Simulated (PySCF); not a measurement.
**C₃H₈O₂Si: electronic excitations at several levels of theory**

Aim: compute the electronic excitations of C₃H₈O₂Si (`COC[SiH2]C=O`) at several levels, and see how far they spread and what each costs.

Programs: PySCF 2.14.0, with density-fitted response routines of our own. Each step states its level of theory. These are calculated values for one molecule in the gas phase, unless marked as measured. Atoms count from 0, in the outputs and in this text.

## (1) The starting structure

14 atoms, charge 0, multiplicity 1; geometry from: GFN2-xTB.

Bonds of the start (Å): C0–O1 1.40, O1–C2 1.42, C2–Si3 1.90, Si3–C4 1.93, C4–O5 1.20, C0–H6 1.09, C0–H7 1.10, C0–H8 1.10, C2–H9 1.10, C2–H10 1.10, Si3–H11 1.46, Si3–H12 1.46, C4–H13 1.11.

## (2) Optimising the geometry at PBE0-D3(BJ)/def2-SVP

Job settings and geometry (Å):

```
{"job": {"xc": "PBE0", "basis": "def2-SVP", "d3": "d3bj", "grid": 1, "kind": "geom"}, "charge": 0, "multiplicity": 1}
C     -2.526761     0.190396     0.545807
O     -1.230181    -0.301837     0.766213
C     -0.281594     0.193269    -0.161129
Si     1.384467    -0.589375     0.313821
C      2.708023     0.058878    -0.927386
O      2.475846     0.823106    -1.829135
H     -3.165508    -0.252148     1.308018
H     -2.893420    -0.091137    -0.449563
H     -2.555970     1.284116     0.632433
H     -0.246933     1.292056    -0.117034
H     -0.581365    -0.069319    -1.186714
H      1.352735    -2.047716     0.190896
H      1.811080    -0.184694     1.654428
H      3.748904    -0.306068    -0.787711
```

The log of the run:

```text
step   0  E = -558.30684775  max force = 0.014734
step   1  E = -558.30907862  max force = 0.003674
step   2  E = -558.30915718  max force = 0.000767
step   3  E = -558.30916604  max force = 0.001096
step   4  E = -558.30917459  max force = 0.000377
optimisation converged
```

Wall time 29 s (1 thread, shared host).

Step by step:

```csv
step,energy from step 0 (eV),largest force component (eV/Å)
0,0.0000,0.7577
1,-0.0607,0.1889
2,-0.0628,0.0394
3,-0.0631,0.0564
4,-0.0633,0.0194
```

Distances of close pairs at the start and the end, largest changes first:

```csv
bond,before (Å),after (Å),change (Å)
Si3–H11,1.464,1.494,+0.031
Si3–H12,1.464,1.494,+0.030
O1–C2,1.416,1.399,-0.017
C4–H13,1.112,1.127,+0.015
C2–Si3,1.901,1.887,-0.014
C0–H8,1.098,1.108,+0.011
C0–H7,1.097,1.108,+0.011
C2–H9,1.100,1.111,+0.010
```

The next job starts from the end point, and lists it.

```csv
at the end point,value
point group (found at 0.08 Å tolerance),Cs
"rotational constants (GHz, main isotopes)","6.689, 1.290, 1.111"
dipole moment (D),0.86
```

## (3) Excited states and response: CAM-B3LYP/def2-SVPD

Job settings and geometry (Å):

```
{"job": {"kind": "uv", "xc": "CAM-B3LYP", "basis": "def2-SVPD", "ip": true}, "charge": 0, "multiplicity": 1}
C     -2.611262     0.258714     0.457750
O     -1.389623    -0.341657     0.763831
C     -0.358486     0.026247    -0.106537
Si     1.228347    -0.852238     0.415586
C      2.572779    -0.286625    -0.851428
O      2.284234     0.447042    -1.766815
H     -3.353754    -0.095006     1.186394
H     -2.957679    -0.008402    -0.560310
H     -2.554436     1.363831     0.517710
H     -0.179440     1.122357    -0.104556
H     -0.585633    -0.237226    -1.161039
H      1.101214    -2.339712     0.346650
H      1.663674    -0.471671     1.793448
H      3.635373    -0.644969    -0.739237
```

With the program's defaults for keys left out, this is: TDDFT CAM-B3LYP/def2-SVPD, vertical, gas phase, core orbitals frozen in the response.

The log of the run:

```text
coarse grid: 12016 points
cycle   1  E = -558.3795377325  dE =  6.004e-01  |g| = 8.765e-01  |ddm| = 4.485e+00
cycle   2  E = -558.1113855702  dE =  2.682e-01  |g| = 1.503e+00  |ddm| = 1.768e+00
cycle   3  E = -558.5384755961  dE = -4.271e-01  |g| = 1.060e-01  |ddm| = 1.169e+00
cycle   4  E = -558.5395791777  dE = -1.104e-03  |g| = 8.224e-02  |ddm| = 1.439e-01
cycle   5  E = -558.5407824987  dE = -1.203e-03  |g| = 8.425e-03  |ddm| = 6.823e-02
cycle   6  E = -558.5408016994  dE = -1.920e-05  |g| = 2.068e-03  |ddm| = 1.616e-02
cycle   7  E = -558.5408031910  dE = -1.492e-06  |g| = 5.453e-04  |ddm| = 5.446e-03
final grid: 110944 points
cycle   8  E = -558.6380348478  dE = -2.216e-05  |g| = 3.117e-03  |ddm| = 4.663e-02
cycle   9  E = -558.6380342165  dE =  6.313e-07  |g| = 3.839e-03  |ddm| = 7.994e-03
cycle  10  E = -558.6380369524  dE = -2.736e-06  |g| = 5.916e-04  |ddm| = 3.156e-03
cycle  11  E = -558.6380370190  dE = -6.659e-08  |g| = 1.943e-04  |ddm| = 6.561e-04
cycle  12  E = -558.6380370261  dE = -7.134e-09  |g| = 7.739e-05  |ddm| = 2.545e-04
cycle  13  E = -558.6380370273  dE = -1.241e-09  |g| = 1.276e-05  |ddm| = 7.658e-05
cycle  14  E = -558.6380370274  dE = -7.208e-11  |g| = 4.859e-06  |ddm| = 2.337e-05
converged SCF energy = -558.6380370274

Static polarisability (au): isotropic 73.007, principal 59.448 73.562 86.012

Singlet excitations
state   eV       nm        f      main configurations
  1   3.2476    381.8   0.00037   H->L 0.97
  2   6.4941    190.9   0.00586   H-1->L 0.97
  3   6.5597    189.0   0.00891   H->L+1 0.43, H->L+2 0.34, H->L+4 0.12
  4   6.7527    183.6   0.05044   H->L+2 0.57, H->L+1 0.27, H->L+3 0.10
  5   6.7980    182.4   0.00239   H-2->L 0.92
  6   7.0778    175.2   0.01247   H-1->L+1 0.74, H-1->L+2 0.12
  7   7.6906    161.2   0.02607   H-3->L 0.66, H->L+4 0.23
  8   7.7123    160.8   0.01358   H-1->L+2 0.52, H-1->L+1 0.18, H-1->L+5 0.11
  9   7.7575    159.8   0.04793   H->L+5 0.37, H->L+4 0.25, H-3->L 0.16
 10   7.9920    155.1   0.05256   H-2->L+1 0.25, H->L+5 0.23, H->L+3 0.12

Triplet excitations (Tamm-Dancoff, eV): 2.5648 5.7135 6.3492 6.4591
Vertical ionisation energy (delta-SCF) = 9.5141 eV
Vertical electron affinity (delta-SCF) = -0.4027 eV
```

Wall time 2 min (1 thread, shared host).

The orbitals next to the gap, with their largest atomic shares:

```csv
orbital,eV,atoms
HOMO−3,-11.19,"Si3 36 %, H11 22 %, H12 22 %"
HOMO−2,-10.24,"O1 29 %, C2 28 %, Si3 17 %"
HOMO−1,-9.21,"O1 59 %, C2 10 %, C0 10 %"
HOMO,-8.54,"O5 50 %, C4 21 %, Si3 12 %"
LUMO,-0.43,"C4 40 %, O5 34 %, Si3 12 %"
LUMO+1,1.11,"Si3 24 %, C2 14 %, C0 14 %"
LUMO+2,1.20,"Si3 36 %, C4 15 %, H13 12 %"
```

With each of the 10 states as a Gaussian band of 0.4 eV half-width at 1/e, the curve within the window shown has maxima at 184 nm (ε 2,900), 159 nm (ε 5,100) L/(mol cm). Beyond the last state computed it falls off for lack of states. The curve at chosen wavelengths:

(nm, ε (L/mol/cm)): (150, 1715), (163, 4334), (175, 1908), (188, 2585), (201, 559), (214, 31), (226, 1), (239, 0), (252, 0), (264, 0), (277, 0), (290, 0), (303, 0), (315, 1), (328, 2), (341, 6), (354, 10), (366, 13), (379, 15), (392, 14), (404, 12), (417, 9), (430, 7), (443, 4), (455, 3), (468, 2)

Further results of this job:

```csv
property,computed
dipole moment (D),1.06
polarisability (Å³),10.82
HOMO–LUMO gap (eV),8.11
−ε(HOMO) (eV),8.54
```

## (4) Ultraviolet spectrum: wB97X-D/def2-SVPD

Same as in step 3 but for these lines:

```diff
@@ -1,2 +1,2 @@
-{"job": {"kind": "uv", "xc": "CAM-B3LYP", "basis": "def2-SVPD", "ip": true}, "charge": 0, "multiplicity": 1}
+{"job": {"kind": "uv", "xc": "wB97X-D", "basis": "def2-SVPD", "ip": true}, "charge": 0, "multiplicity": 1}
 C     -2.611262     0.258714     0.457750
```

Level: TDDFT wB97X-D/def2-SVPD, vertical, gas phase, core orbitals frozen in the response.

The log of the run:

```text
coarse grid: 12016 points
cycle   1  E = -558.4021575226  dE =  6.078e-01  |g| = 8.902e-01  |ddm| = 4.313e+00
cycle   2  E = -558.2110287417  dE =  1.911e-01  |g| = 1.386e+00  |ddm| = 1.699e+00
cycle   3  E = -558.5684708779  dE = -3.574e-01  |g| = 9.313e-02  |ddm| = 1.066e+00
cycle   4  E = -558.5694928939  dE = -1.022e-03  |g| = 7.022e-02  |ddm| = 1.398e-01
cycle   5  E = -558.5703837189  dE = -8.908e-04  |g| = 8.992e-03  |ddm| = 6.565e-02
cycle   6  E = -558.5704106307  dE = -2.691e-05  |g| = 2.455e-03  |ddm| = 2.329e-02
cycle   7  E = -558.5704131600  dE = -2.529e-06  |g| = 8.412e-04  |ddm| = 7.498e-03
final grid: 110944 points
cycle   8  E = -558.6597226537  dE = -8.115e-05  |g| = 3.592e-03  |ddm| = 9.030e-02
cycle   9  E = -558.6597237014  dE = -1.048e-06  |g| = 3.728e-03  |ddm| = 1.303e-02
cycle  10  E = -558.6597262697  dE = -2.568e-06  |g| = 9.524e-04  |ddm| = 3.239e-03
cycle  11  E = -558.6597264751  dE = -2.054e-07  |g| = 2.515e-04  |ddm| = 1.645e-03
cycle  12  E = -558.6597264966  dE = -2.151e-08  |g| = 4.840e-05  |ddm| = 4.905e-04
cycle  13  E = -558.6597264986  dE = -1.945e-09  |g| = 1.675e-05  |ddm| = 1.944e-04
cycle  14  E = -558.6597264988  dE = -2.281e-10  |g| = 8.115e-06  |ddm| = 5.666e-05
converged SCF energy = -558.6597264988

Static polarisability (au): isotropic 72.862, principal 59.339 73.456 85.792

Singlet excitations
state   eV       nm        f      main configurations
  1   3.2622    380.1   0.00041   H->L 0.97
  2   6.5068    190.5   0.00502   H-1->L 0.97
  3   6.7179    184.6   0.00742   H->L+2 0.53, H->L+1 0.20, H->L+3 0.14
  4   6.7318    184.2   0.00178   H-2->L 0.91
  5   6.8694    180.5   0.05562   H->L+1 0.55, H->L+2 0.32
  6   7.2190    171.7   0.01005   H-1->L+1 0.82
  7   7.6608    161.8   0.07814   H-3->L 0.87
  8   7.8662    157.6   0.01590   H-1->L+2 0.68, H-1->L+3 0.11, H-1->L+5 0.09
  9   7.9773    155.4   0.02135   H->L+3 0.35, H->L+5 0.30, H->L+2 0.10
 10   8.1326    152.5   0.06554   H-2->L+1 0.41, H->L+5 0.28

Triplet excitations (Tamm-Dancoff, eV): 2.6216 5.8141 6.4828 6.5403
Vertical ionisation energy (delta-SCF) = 9.4701 eV
```

Run time: 96 s. Hardware: 1 thread, shared host.

This run: HOMO -9.01 eV, LUMO 0.23 eV; lowest singlet 3.26 eV.

## (5) Excited states and response: LC-wPBE/def2-SVPD

Same as in step 4 but for these lines:

```diff
@@ -1,2 +1,2 @@
-{"job": {"kind": "uv", "xc": "wB97X-D", "basis": "def2-SVPD", "ip": true}, "charge": 0, "multiplicity": 1}
+{"job": {"kind": "uv", "xc": "LC-wPBE", "basis": "def2-SVPD", "ip": true}, "charge": 0, "multiplicity": 1}
 C     -2.611262     0.258714     0.457750
```

Method: TDDFT LC-wPBE/def2-SVPD, vertical, gas phase, core orbitals frozen in the response.

The log of the run:

```text
coarse grid: 12016 points
cycle   1  E = -558.2098160895  dE =  6.643e-01  |g| = 9.123e-01  |ddm| = 4.305e+00
cycle   2  E = -558.0991404051  dE =  1.107e-01  |g| = 1.270e+00  |ddm| = 1.620e+00
cycle   3  E = -558.3889717567  dE = -2.898e-01  |g| = 8.678e-02  |ddm| = 1.003e+00
cycle   4  E = -558.3901914563  dE = -1.220e-03  |g| = 6.261e-02  |ddm| = 1.496e-01
cycle   5  E = -558.3909365305  dE = -7.451e-04  |g| = 1.097e-02  |ddm| = 7.328e-02
cycle   6  E = -558.3909799420  dE = -4.341e-05  |g| = 3.216e-03  |ddm| = 2.873e-02
cycle   7  E = -558.3909844439  dE = -4.502e-06  |g| = 1.108e-03  |ddm| = 8.828e-03
final grid: 110944 points
cycle   8  E = -558.4981304556  dE = -2.526e-05  |g| = 4.546e-03  |ddm| = 4.983e-02
cycle   9  E = -558.4981312240  dE = -7.684e-07  |g| = 4.894e-03  |ddm| = 9.441e-03
cycle  10  E = -558.4981352010  dE = -3.977e-06  |g| = 5.494e-04  |ddm| = 3.866e-03
cycle  11  E = -558.4981352747  dE = -7.377e-08  |g| = 2.959e-04  |ddm| = 9.469e-04
cycle  12  E = -558.4981352974  dE = -2.269e-08  |g| = 1.050e-04  |ddm| = 5.176e-04
cycle  13  E = -558.4981353006  dE = -3.186e-09  |g| = 3.072e-05  |ddm| = 1.589e-04
cycle  14  E = -558.4981353011  dE = -4.427e-10  |g| = 6.668e-06  |ddm| = 7.981e-05
converged SCF energy = -558.4981353011

Static polarisability (au): isotropic 71.076, principal 58.187 71.731 83.310

Singlet excitations
state   eV       nm        f      main configurations
  1   3.2385    382.8   0.00036   H->L 0.96
  2   7.0311    176.3   0.01409   H->L+1 0.58, H->L+4 0.17, H->L+3 0.14
  3   7.3509    168.7   0.06286   H->L+2 0.71, H->L+4 0.15
  4   7.5519    164.2   0.00972   H-1->L+2 0.58, H-1->L+1 0.14, H-1->L+8 0.09
  5   7.5854    163.5   0.00244   H-2->L 0.84, H-4->L 0.09
  6   7.7135    160.7   0.00620   H-1->L 0.92
  7   8.3551    148.4   0.05178   H-3->L 0.53, H-2->L+2 0.16
  8   8.3818    147.9   0.02004   H-1->L+1 0.39, H-6->L 0.17, H-1->L+3 0.14
  9   8.3952    147.7   0.00948   H->L+5 0.44, H->L+1 0.16, H->L+3 0.15
 10   8.4137    147.4   0.00378   H-6->L 0.59, H-1->L+1 0.11

Triplet excitations (Tamm-Dancoff, eV): 2.4988 5.7322 6.7339 6.9357
Vertical ionisation energy (delta-SCF) = 9.5896 eV
```

Run time: 2.5 min. Hardware: 1 thread, shared host.

In short: HOMO -9.80 eV, LUMO 0.83 eV; lowest singlet 3.24 eV.

## (6) Ultraviolet spectrum: PBE0/6-31G*

Same as in step 5 but for these lines:

```diff
@@ -1,2 +1,2 @@
-{"job": {"kind": "uv", "xc": "LC-wPBE", "basis": "def2-SVPD", "ip": true}, "charge": 0, "multiplicity": 1}
+{"job": {"kind": "uv", "xc": "PBE0", "basis": "6-31G*"}, "charge": 0, "multiplicity": 1}
 C     -2.611262     0.258714     0.457750
```

Level: TDDFT PBE0/6-31G*, vertical, gas phase, core orbitals frozen in the response.

The log of the run:

```text
coarse grid: 12016 points
cycle   1  E = -558.4761924236  dE =  5.835e-01  |g| = 8.481e-01  |ddm| = 3.336e+00
cycle   2  E = -558.0181344677  dE =  4.581e-01  |g| = 1.719e+00  |ddm| = 2.056e+00
cycle   3  E = -558.6199752264  dE = -6.018e-01  |g| = 1.684e-01  |ddm| = 1.456e+00
cycle   4  E = -558.6243184909  dE = -4.343e-03  |g| = 9.742e-02  |ddm| = 2.117e-01
cycle   5  E = -558.6260429275  dE = -1.724e-03  |g| = 1.452e-02  |ddm| = 7.321e-02
cycle   6  E = -558.6260862686  dE = -4.334e-05  |g| = 4.874e-03  |ddm| = 1.305e-02
cycle   7  E = -558.6260916606  dE = -5.392e-06  |g| = 1.159e-03  |ddm| = 4.883e-03
final grid: 110944 points
cycle   8  E = -558.5660937099  dE =  5.710e-07  |g| = 1.300e-02  |ddm| = 1.818e-02
cycle   9  E = -558.5660258896  dE =  6.782e-05  |g| = 2.284e-02  |ddm| = 2.232e-02
cycle  10  E = -558.5661264852  dE = -1.006e-04  |g| = 3.045e-03  |ddm| = 1.508e-02
cycle  11  E = -558.5661284714  dE = -1.986e-06  |g| = 2.952e-04  |ddm| = 2.215e-03
cycle  12  E = -558.5661284890  dE = -1.762e-08  |g| = 8.422e-05  |ddm| = 3.388e-04
cycle  13  E = -558.5661284904  dE = -1.382e-09  |g| = 1.890e-05  |ddm| = 8.918e-05
cycle  14  E = -558.5661284905  dE = -8.413e-11  |g| = 6.162e-06  |ddm| = 2.377e-05
converged SCF energy = -558.5661284905

Static polarisability (au): isotropic 60.643, principal 47.520 61.281 73.128

Singlet excitations
state   eV       nm        f      main configurations
  1   3.3128    374.3   0.00060   H->L 0.99
  2   5.3436    232.0   0.00242   H-1->L 1.00
  3   6.2256    199.2   0.00187   H-2->L 0.97
  4   6.5611    189.0   0.04195   H->L+1 0.92
  5   6.9330    178.8   0.05236   H->L+2 0.94
  6   7.0239    176.5   0.00197   H-1->L+1 0.96
  7   7.5070    165.2   0.10828   H-3->L 0.92
  8   7.6389    162.3   0.00161   H-4->L 0.92
  9   7.6741    161.6   0.00387   H-1->L+2 0.93
 10   8.0924    153.2   0.02767   H-2->L+1 0.89

Triplet excitations (Tamm-Dancoff, eV): 2.5619 5.3154 5.6394 6.1312
```

Wall time 10 s (1 thread, shared host).

In short: HOMO -6.81 eV, LUMO -1.20 eV; lowest singlet 3.31 eV.

## (7) Excited states and response: PBE0/def2-SVP

Same as in step 6 but for these lines:

```diff
@@ -1,2 +1,2 @@
-{"job": {"kind": "uv", "xc": "PBE0", "basis": "6-31G*"}, "charge": 0, "multiplicity": 1}
+{"job": {"kind": "uv", "xc": "PBE0", "basis": "def2-SVP"}, "charge": 0, "multiplicity": 1}
 C     -2.611262     0.258714     0.457750
```

With the program's defaults for keys left out, this is: TDDFT PBE0/def2-SVP, vertical, gas phase, core orbitals frozen in the response.

The log of the run:

```text
coarse grid: 12016 points
cycle   1  E = -558.0686312623  dE =  5.426e-01  |g| = 8.403e-01  |ddm| = 3.656e+00
cycle   2  E = -557.6077005313  dE =  4.609e-01  |g| = 1.718e+00  |ddm| = 2.128e+00
cycle   3  E = -558.2086247208  dE = -6.009e-01  |g| = 1.655e-01  |ddm| = 1.535e+00
cycle   4  E = -558.2125587641  dE = -3.934e-03  |g| = 1.002e-01  |ddm| = 2.147e-01
cycle   5  E = -558.2143888489  dE = -1.830e-03  |g| = 1.274e-02  |ddm| = 7.743e-02
cycle   6  E = -558.2144209560  dE = -3.211e-05  |g| = 4.611e-03  |ddm| = 1.222e-02
cycle   7  E = -558.2144258598  dE = -4.904e-06  |g| = 1.127e-03  |ddm| = 5.004e-03
final grid: 110944 points
cycle   8  E = -558.3000648662  dE = -1.621e-06  |g| = 1.342e-02  |ddm| = 2.355e-02
cycle   9  E = -558.2999883160  dE =  7.655e-05  |g| = 2.401e-02  |ddm| = 2.447e-02
cycle  10  E = -558.3000989755  dE = -1.107e-04  |g| = 3.040e-03  |ddm| = 1.672e-02
cycle  11  E = -558.3001009399  dE = -1.964e-06  |g| = 2.796e-04  |ddm| = 2.264e-03
cycle  12  E = -558.3001009554  dE = -1.559e-08  |g| = 9.297e-05  |ddm| = 3.695e-04
cycle  13  E = -558.3001009572  dE = -1.784e-09  |g| = 1.717e-05  |ddm| = 9.573e-05
cycle  14  E = -558.3001009573  dE = -6.764e-11  |g| = 6.025e-06  |ddm| = 2.213e-05
converged SCF energy = -558.3001009573

Static polarisability (au): isotropic 63.619, principal 51.279 63.496 76.081

Singlet excitations
state   eV       nm        f      main configurations
  1   3.2591    380.4   0.00072   H->L 0.98
  2   5.3071    233.6   0.00339   H-1->L 1.00
  3   6.1538    201.5   0.00205   H-2->L 0.97
  4   6.6669    186.0   0.04000   H->L+1 0.85
  5   6.9155    179.3   0.05281   H->L+2 0.91
  6   7.1434    173.6   0.00840   H-1->L+1 0.96
  7   7.3605    168.4   0.11827   H-3->L 0.89
  8   7.5648    163.9   0.00101   H-4->L 0.97
  9   7.6900    161.2   0.01166   H-1->L+2 0.98
 10   8.0613    153.8   0.04013   H->L+3 0.62, H-2->L+1 0.30

Triplet excitations (Tamm-Dancoff, eV): 2.4946 5.2760 5.6180 6.0614
```

It took 13 s on 1 thread, shared host.

In short: HOMO -6.91 eV, LUMO -1.37 eV; lowest singlet 3.26 eV.

## (8) Excited states and response: PBE0/def2-TZVP

Same as in step 7 but for these lines:

```diff
@@ -1,2 +1,2 @@
-{"job": {"kind": "uv", "xc": "PBE0", "basis": "def2-SVP"}, "charge": 0, "multiplicity": 1}
+{"job": {"kind": "uv", "xc": "PBE0", "basis": "def2-TZVP"}, "charge": 0, "multiplicity": 1}
 C     -2.611262     0.258714     0.457750
```

Level: TDDFT PBE0/def2-TZVP, vertical, gas phase, core orbitals frozen in the response.

The log of the run:

```text
coarse grid: 12016 points
cycle   1  E = -558.5692503256  dE =  5.652e-01  |g| = 8.684e-01  |ddm| = 2.694e+00
cycle   2  E = -558.0731834656  dE =  4.961e-01  |g| = 1.807e+00  |ddm| = 2.290e+00
cycle   3  E = -558.7096377095  dE = -6.365e-01  |g| = 1.762e-01  |ddm| = 1.806e+00
cycle   4  E = -558.7135561083  dE = -3.918e-03  |g| = 1.155e-01  |ddm| = 1.875e-01
cycle   5  E = -558.7158263641  dE = -2.270e-03  |g| = 1.626e-02  |ddm| = 7.307e-02
cycle   6  E = -558.7158738627  dE = -4.750e-05  |g| = 5.416e-03  |ddm| = 1.080e-02
cycle   7  E = -558.7158802510  dE = -6.388e-06  |g| = 1.288e-03  |ddm| = 5.265e-03
final grid: 110944 points
cycle   8  E = -558.7093915478  dE = -2.906e-05  |g| = 1.422e-02  |ddm| = 3.789e-02
cycle   9  E = -558.7093105006  dE =  8.105e-05  |g| = 2.549e-02  |ddm| = 1.957e-02
cycle  10  E = -558.7094258757  dE = -1.154e-04  |g| = 3.394e-03  |ddm| = 1.435e-02
cycle  11  E = -558.7094281483  dE = -2.273e-06  |g| = 3.921e-04  |ddm| = 2.061e-03
cycle  12  E = -558.7094281690  dE = -2.075e-08  |g| = 1.997e-04  |ddm| = 4.080e-04
cycle  13  E = -558.7094281771  dE = -8.029e-09  |g| = 2.648e-05  |ddm| = 1.608e-04
cycle  14  E = -558.7094281772  dE = -1.517e-10  |g| = 8.575e-06  |ddm| = 2.591e-05
converged SCF energy = -558.7094281772

Static polarisability (au): isotropic 71.160, principal 56.935 71.466 85.079

Singlet excitations
state   eV       nm        f      main configurations
  1   3.2217    384.8   0.00060   H->L 0.99
  2   5.2637    235.5   0.00308   H-1->L 1.00
  3   6.0325    205.5   0.00159   H-2->L 0.98
  4   6.2461    198.5   0.02845   H->L+1 0.92
  5   6.5882    188.2   0.04576   H->L+2 0.92
  6   6.8132    182.0   0.00598   H-1->L+1 0.94
  7   7.1550    173.3   0.08586   H-3->L 0.91
  8   7.3793    168.0   0.01643   H-1->L+2 0.96
  9   7.4586    166.2   0.00009   H-4->L 0.97
 10   7.6655    161.7   0.03132   H->L+3 0.70, H-2->L+1 0.20

Triplet excitations (Tamm-Dancoff, eV): 2.4770 5.2317 5.6015 5.9289
```

Wall time 34 s (1 thread, shared host).

This run: HOMO -7.04 eV, LUMO -1.57 eV; lowest singlet 3.22 eV.

## (9) Run by run: electronic excitations

Excitations and ground-state properties, with basis size and wall time:

```csv
run,lowest singlet (eV),brightest (eV),f,gap (eV),α (Å³),μ (D),functions,time
CAM-B3LYP/def2-SVPD,3.25,7.99,0.053,8.11,10.82,1.06,194,2 min
wB97X-D/def2-SVPD,3.26,7.66,0.078,9.24,10.80,1.04,194,96 s
LC-wPBE/def2-SVPD,3.24,7.35,0.063,10.63,10.53,1.01,194,2.5 min
PBE0/6-31G*,3.31,7.51,0.108,5.61,8.99,0.79,104,10 s
PBE0/def2-SVP,3.26,7.36,0.118,5.55,9.43,0.86,128,13 s
PBE0/def2-TZVP,3.22,7.16,0.086,5.47,10.54,0.98,240,34 s
```

## (10) Results

| quantity | value |
| --- | --- |
| point group | Cs |
| rotational constants (main isotopes) | 6.69, 1.29, 1.11 GHz |
| lowest singlet (CAM-B3LYP/def2-SVPD) | 3.25 eV (382 nm), f = 0.000 |
| brightest single state of those computed | state 10, 7.99 eV, f = 0.053 |
| lowest triplet | 2.56 eV |
| vertical ionisation energy (ΔSCF) | 9.51 eV |
| vertical electron affinity (ΔSCF) | -0.40 eV (unbound: the value hangs on the basis) |
| range of the lowest singlet | 3.22 to 3.31 eV |

In words: Single values in the summary come from the first run of each kind that ended normally (CAM-B3LYP/def2-SVPD), which need not be the best level. The optimisation took 4 steps and gained 0.063 eV; among the close pairs (by a distance rule), Si3–H11 changed most, from 1.464 to 1.494 Å. The first singlet state (HOMO→LUMO 0.97) lies at 3.25 eV and is dark; of the 10 states computed, the strongest absorption comes from state 10 at 7.99 eV (the last computed, so partners may be missing). The lowest triplet lies 0.68 eV below the lowest singlet (triplets in Tamm-Dancoff, singlets in full TDDFT). The orbital energy would give 8.54 eV for ionisation, ΔSCF gives 9.51 eV. The lowest singlet runs from 3.22 eV (PBE0/def2-TZVP) to 3.31 eV (PBE0/6-31G*), while the orbital gap spans 5.47 to 10.63 eV. The lowest state need not be the same one in every run.
